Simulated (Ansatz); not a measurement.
# CrOSe: the cell at several levels of theory

An exercise on one series of results from a longer session: the logs are not shown, and one member is left open.

Code: Ansatz 0.2.0. PAW datasets, plane waves, zero pressure. Computed, not measured; no magnetism was allowed, and the structure may never have been made.

1 further run of the same task is left out (for a known fault of the program).

## Starting point

The sheet's in-plane cell has a = 2.989 Å, b = 2.989 Å (γ = 120.0°), and its outermost atoms lie 2.92 Å apart along the normal. Near Cr stand 3 Se at 2.26 Å and 3 O at 2.26 Å; near O stand 3 Cr at 2.26 Å; near Se stand 3 Cr at 2.26 Å.

Structure file:

```
Cr O Se
1.0
     2.98938    0.00000    0.00000
    -1.49469    2.58888    0.00000
     0.00000    0.00000   18.00000
Cr O Se
1 1 1
Direct
  0.33333 0.66667 0.50000
  0.66667 0.33333 0.58108
  0.66667 0.33333 0.41892
```
Periodic in the plane only; c spans the vacuum.

Set-up of the first run:

input.yaml

```yaml
crystal:
  lattice:
    - [2.989376165, 0.0, 0.0]
    - [-1.4946880825, 2.5888757004, 0.0]
    - [0.0, 0.0, 18.0]
  atoms:
    - { symbol: Cr, position: [0.3333333333, 0.6666666667, 0.5] }
    - { symbol: O, position: [0.6666666667, 0.3333333333, 0.5810766939] }
    - { symbol: Se, position: [0.6666666667, 0.3333333333, 0.4189233061] }
  periodic: [true, true, false]
kpoints:
  mp_grid: { grid: [12, 12, 1] }
hamiltonian:
  xc: pbe
scf:
  occupations: { method: fermi_dirac, width: 0.02 }
relax:
  f_tol: 0.005
  cell: {}
```

Run with:

```bash
> ansatz run input.yaml --threads 4 --pin off --max-ram 5529MiB --backend cpu --events-out ev --progress --plain --runs-dir out
```

Steps of the session up to this table: Relaxing with PBE; r2SCAN: cell and atoms; Relaxation with PBEsol; Relaxation with LDA; HSE06: cell and atoms.

One of the session's tables, all rows but one given; the rest of the session is left out.

It belongs to the step «The cells side by side». 

| level | a (Å) | area (Å²/atom) |
| --- | --- | --- |
| PBE | 2.932 | 2.482 |
| r2SCAN | ? | ? |
| PBEsol | 2.888 | 2.407 |
| LDA | 2.864 | 2.367 |
| HSE06 | 2.876 | 2.388 |

Q: Estimate the row for r2SCAN from the others.

**Answer.** a (Å): 2.918; area (Å²/atom): 2.458. In the column «a (Å)» it lies between PBEsol (2.888) and PBE (2.932).

In words: The first relaxation changed the area by -3.8 % from the start. LDA gives the smallest cell and PBE the largest; they differ by 4.8 % in area, a mean of 2.4 % in length. The meshes differ: PBE 12×12×1, r2SCAN 12×12×1, PBEsol 12×12×1, LDA 12×12×1, HSE06 6×6×1.

Limits of these values: Warnings in the runs' records: slab cell height set, xc potential rough in thin density, filled band counts differ across k points.
